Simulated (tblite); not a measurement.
# C6H15B2N: the cost of one run

The runs use tblite 0.8.0 and PySCF 2.14.0, with density-fitted response routines of our own; the level of theory stands in each step. All values are computed, except where a source is named. Atoms count from 0, in the outputs and in this text.

## (1) The molecule as given

24 atoms, charge 0, multiplicity 1; geometry from: force field or distance geometry start.

Bonds of the start (Å): C0–C1 1.34, C1–C2 1.47, C2–B3 1.59, B3–N4 1.54, B3–C5 1.54, C5–C6 1.32, C5–B7 1.57, B7–C8 1.59, C0–H9 1.08, C0–H10 1.09, C1–H11 1.08, C2–H12 1.12, C2–H13 1.11, B3–H14 1.20, N4–H15 1.04, N4–H16 1.04, N4–H17 1.05, C6–H18 1.09, C6–H19 1.07, B7–H20 1.19, C8–H21 1.11, C8–H22 1.11, C8–H23 1.12.

## (2) Optimising the geometry with GFN2-xTB

The job: settings as JSON, then the geometry in Å.

```
{"job": {"kind": "relax", "xc": "GFN2-xTB", "basis": "xTB"}, "charge": 0, "multiplicity": 1}
C      2.058400     1.744100    -0.374300
C      1.904300     0.554200     0.219800
C      1.571400    -0.648700    -0.548800
B      0.202400    -1.347300    -0.135000
N      0.394200    -2.311700     1.047500
C     -1.009700    -0.404500     0.025000
C     -2.161200    -0.755900    -0.525800
B     -0.966000     0.964400     0.792700
C     -1.615900     2.200000     0.026200
H      1.904400     1.841400    -1.437300
H      2.304300     2.640400     0.194400
H      2.057700     0.519900     1.285300
H      2.355400    -1.407100    -0.308800
H      1.584200    -0.468600    -1.640100
H     -0.065100    -2.058400    -1.069400
H      1.324800    -2.147800     1.490300
H     -0.381100    -2.289300     1.736100
H      0.428700    -3.298400     0.677100
H     -3.010000    -0.084600    -0.405800
H     -2.312600    -1.670200    -1.066100
H     -1.202600     0.921200     1.953300
H     -2.057100     2.894100     0.773100
H     -0.868100     2.772700    -0.557500
H     -2.452400     1.859500    -0.643800
```

The run is started by

```
> OMP_NUM_THREADS=1 python probes_run.py task.json out
```

One launch serves the whole session: the jobs run in the order shown.

**Question.** How long does this first job take on 1 thread of Arm Neoverse V1, shared host, and how much memory does it need?

About 2.2 s, with a peak of 0.17 GiB.
